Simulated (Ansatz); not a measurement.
Working through harmonic frequencies at the relaxed geometry of C2H6OSi, SMILES C=C[SiH2]O

With Ansatz 0.2.0 through its Python package.

Notebook, run cell by cell (the value of a cell's last expression is shown):

```python
import ansatz as az
import numpy as np

geometry_ang = [
    ("C", (0.3883, 1.3317, -0.8383)),
    ("C", (0.2881, 0.7571, 0.3376)),
    ("Si", (-0.5465, -0.8441, 0.6893)),
    ("O", (-0.3005, -1.8706, -0.5886)),
    ("H", (-0.1194, 0.9531, -1.7601)),
    ("H", (0.8427, 2.3497, -0.9576)),
    ("H", (0.7866, 1.2221, 1.2063)),
    ("H", (0.1939, -1.4496, 1.8604)),
    ("H", (-1.9423, -0.625, 1.0531)),
    ("H", (0.4923, -1.8758, -0.9992)),
]
system = az.Crystal.molecule()
for symbol, xyz in geometry_ang:
    system = system.atom(symbol, xyz)
```

```python
job = system.calculation().basis(gaussian="6-31G*").functional("HF")
symbols = [site.symbol for site in system.cartesian_sites]
start = np.array([site.position_ang for site in system.cartesian_sites], dtype=float)
def progress(event):
    if event["event"] == "relax_step":
        row = event["data"]
        print(f"step {row['step']:3d}  E = {row['lagrangian_ev']:.6f} eV  largest force component {row['allowed_force_max_ev_ang']:.4f} eV/A")


rep = job.relax(force_tolerance=0.003, max_steps=100).session().plan().execute(on_event=progress).report
end = np.array(rep["positions_ang"])
```

    step   1  E = -12054.849444 eV  largest force component 4.2232 eV/A
    step   2  E = -12054.796175 eV  largest force component 2.7983 eV/A
    step   3  E = -12055.102079 eV  largest force component 1.4377 eV/A
    step   4  E = -12055.170057 eV  largest force component 0.8312 eV/A
    step   5  E = -12055.196044 eV  largest force component 0.2517 eV/A
    step   6  E = -12055.194778 eV  largest force component 0.2647 eV/A
    step   7  E = -12055.204832 eV  largest force component 0.0897 eV/A
    step   8  E = -12055.208629 eV  largest force component 0.0897 eV/A
    step   9  E = -12055.210258 eV  largest force component 0.2862 eV/A
    step  10  E = -12055.210523 eV  largest force component 0.2518 eV/A
    step  11  E = -12055.213025 eV  largest force component 0.1025 eV/A
    step  12  E = -12055.211419 eV  largest force component 0.1566 eV/A
    step  13  E = -12055.213678 eV  largest force component 0.0192 eV/A
    step  14  E = -12055.213782 eV  largest force component 0.0088 eV/A
    step  15  E = -12055.213792 eV  largest force component 0.0259 eV/A
    step  16  E = -12055.213824 eV  largest force component 0.0076 eV/A
    step  17  E = -12055.213831 eV  largest force component 0.0055 eV/A
    step  18  E = -12055.213836 eV  largest force component 0.0019 eV/A

```python
print("final positions (A) and the move of each atom")
for symbol, xyz, old in zip(symbols, end, start):
    print(f"{symbol:2s} {xyz[0]:10.5f} {xyz[1]:10.5f} {xyz[2]:10.5f}   {np.linalg.norm(xyz - old):7.4f}")
```

    final positions (A) and the move of each atom
    C     0.46317    1.34963   -0.81955    0.0792
    C     0.22514    0.87045    0.39255    0.1408
    Si   -0.46790   -0.83870    0.70364    0.0801
    O    -0.52789   -1.71386   -0.69381    0.2955
    H     0.26106    0.77518   -1.70761    0.4233
    H     0.86429    2.33660   -0.98149    0.0348
    H     0.44748    1.50383    1.24025    0.4422
    H     0.38055   -1.51909    1.70659    0.2516
    H    -1.84556   -0.77049    1.21434    0.2377
    H     0.28285   -2.04495   -1.05202    0.2744

```python
minimum = az.Crystal.molecule()
for symbol, place in zip(symbols, end):
    minimum = minimum.atom(symbol, place.tolist())
vibrating = minimum.calculation()
vibrating = vibrating.basis(gaussian="6-31G*")
vibrating = vibrating.functional("HF")
vibrating = vibrating.phonons(temperatures=(298.15, 498.15, 100))
vib = vibrating.run(threads=1).report["vibrations"]
sums = vib["harmonic_sums"]
modes = [m["omega_inv_cm"] for m in sums["modes_at_gamma"] if m["rigid_motion"] == "no"]
print("frequencies (1/cm):", " ".join(f"{w:.0f}" for w in modes))
print("imaginary modes:", sum(w < 0 for w in modes), " zero-point energy:", round(sums["zero_point_energy_ev"], 4), "eV")
print("T (K)   F_vib (eV)   S_vib (meV/K)   C_vib (meV/K)")
for row in zip(sums["temperatures_k"], sums["vibrational_free_energy_ev"], vib["entropy_ev_per_k"], vib["heat_capacity_ev_per_k"]):
    print(f"{row[0]:6.1f} {row[1]:11.4f} {1000 * row[2]:13.4f} {1000 * row[3]:15.4f}")
```

    frequencies (1/cm): 110 184 216 444 467 690 708 826 908 960 1003 1066 1120 1127 1150 1413 1574 1816 2357 2409 3293 3321 3393 4144
    imaginary modes: 0  zero-point energy: 2.1511 eV
    T (K)   F_vib (eV)   S_vib (meV/K)   C_vib (meV/K)
     298.1      2.0939        0.4559          0.5695
     398.1      2.0387        0.6493          0.7734
     498.1      1.9641        0.8418          0.9451

What to keep in mind:
- These settings explore the input space; basis and method may be short of convergence.
- The frequencies are harmonic and unscaled, in a modest basis. The result belongs to the one conformer reached from this start, and soft torsions count as harmonic oscillators.
- The whole script took 83 s on 1 thread of Arm Neoverse V2 (shared host), peak memory 0.22 GiB.

(Lines on the test bed's own set-up are left out of the output.)
